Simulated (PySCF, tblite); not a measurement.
**C₈H₁₄BN: geometry, infrared bands and NMR shifts**

What infrared bands and NMR shifts should C₈H₁₄BN (`BN1CC=C[C@]1(C)CC=C`) show?

The runs use tblite 0.8.0 and PySCF 2.14.0, with density-fitted response routines of our own; the level of theory stands in each step. All values are computed, except where a source is named. Atoms are numbered from 0 throughout.

### 1 The molecule as given

24 atoms, charge 0, multiplicity 1; geometry from: force field or distance geometry start.

Bonds of the start (Å): B0–N1 1.53, N1–C2 1.46, C2–C3 1.47, C3–C4 1.32, C4–C5 1.50, C5–C6 1.55, C5–C7 1.56, C7–C8 1.50, C8–C9 1.34, C5–N1 1.49, B0–H10 1.17, B0–H11 1.19, C2–H12 1.12, C2–H13 1.12, C3–H14 1.09, C4–H15 1.08, C6–H16 1.11, C6–H17 1.12, C6–H18 1.11, C7–H19 1.12, C7–H20 1.11, C8–H21 1.08, C9–H22 1.10, C9–H23 1.09.

### 2 Relaxing the molecule with GFN2-xTB

Job settings and geometry (Å):

```
{"job": {"kind": "relax", "xc": "GFN2-xTB", "basis": "xTB"}, "charge": 0, "multiplicity": 1}
B     -0.409500     1.584900    -1.657000
N     -0.372400     0.875000    -0.303800
C     -1.551100     1.103500     0.535400
C     -1.722300    -0.119600     1.332100
C     -0.919900    -1.078900     0.908900
C     -0.128200    -0.596600    -0.274600
C     -0.639500    -1.339100    -1.531500
C      1.389700    -0.883200    -0.065400
C      1.952400    -0.275300     1.188700
C      2.300100     1.013100     1.251900
H      0.389400     2.404000    -1.918400
H     -1.287700     1.354500    -2.425400
H     -1.398000     1.981500     1.207700
H     -2.476300     1.255700    -0.081000
H     -2.438300    -0.247800     2.149600
H     -0.897500    -2.083600     1.317700
H     -0.045000    -1.066000    -2.422600
H     -0.554100    -2.447300    -1.389000
H     -1.709400    -1.097300    -1.709700
H      1.541700    -1.986400    -0.004400
H      1.957800    -0.520000    -0.944700
H      2.094000    -0.899300     2.061100
H      2.723800     1.427900     2.177600
H      2.188400     1.659900     0.386300
```

Launch:

```
OMP_NUM_THREADS=1 python probes_run.py task.json out
```

This one command runs all jobs of the session in turn.

**Question.** This job is followed by: GFN2-xTB harmonic vibrations, gas phase; GIAO PBE0/pcSseg-1 NMR shielding, non-relativistic, gas phase. Predict these results of the whole session: strongest single infrared mode (GFN2-xTB); zero-point energy (GFN2-xTB); 13C shifts against TMS (PBE0/pcSseg-1); 1H shifts against TMS (PBE0/pcSseg-1, means over atoms taken as alike); 11B shifts against BF3·OEt2 (PBE0/pcSseg-1); 15N shifts against NH3 (PBE0/pcSseg-1).

**Answer**, as computed:

| quantity | value |
| --- | --- |
| strongest single infrared mode (GFN2-xTB) | 2623 cm⁻¹, 184 km/mol |
| zero-point energy (GFN2-xTB) | 126.5 kcal/mol |
| 13C shifts against TMS (PBE0/pcSseg-1) | 144.2, 143.2, 134.6, 125.8, 76.1, 67.4, 51.5, 33.6 ppm |
| 1H shifts against TMS (PBE0/pcSseg-1, means over atoms taken as alike) | 6.21, 5.89, 5.81, 5.32, 5.16, 5.08, 4.68, 4.54, 2.41, 2.12, 1.44 ppm |
| 11B shifts against BF3·OEt2 (PBE0/pcSseg-1) | 34.4 ppm |
| 15N shifts against NH3 (PBE0/pcSseg-1) | 172.6 ppm |

**Reading.** Relaxing lowered the energy by 1.672 eV in 114 steps; the close pair that moved most is B0–N1, from 1.529 to 1.377 Å. No mode is imaginary among the 66: a minimum at this level. The strongest single mode, at 2623 cm⁻¹, moves mainly H10 and H11. Unscaled tight-binding wavenumbers are off by several per cent, some by more. Its intensities can rank the bands wrongly. At PBE0/pcSseg-1: Shielding is most anisotropic at C8 (span 244 ppm, paramagnetic term -214 ppm).
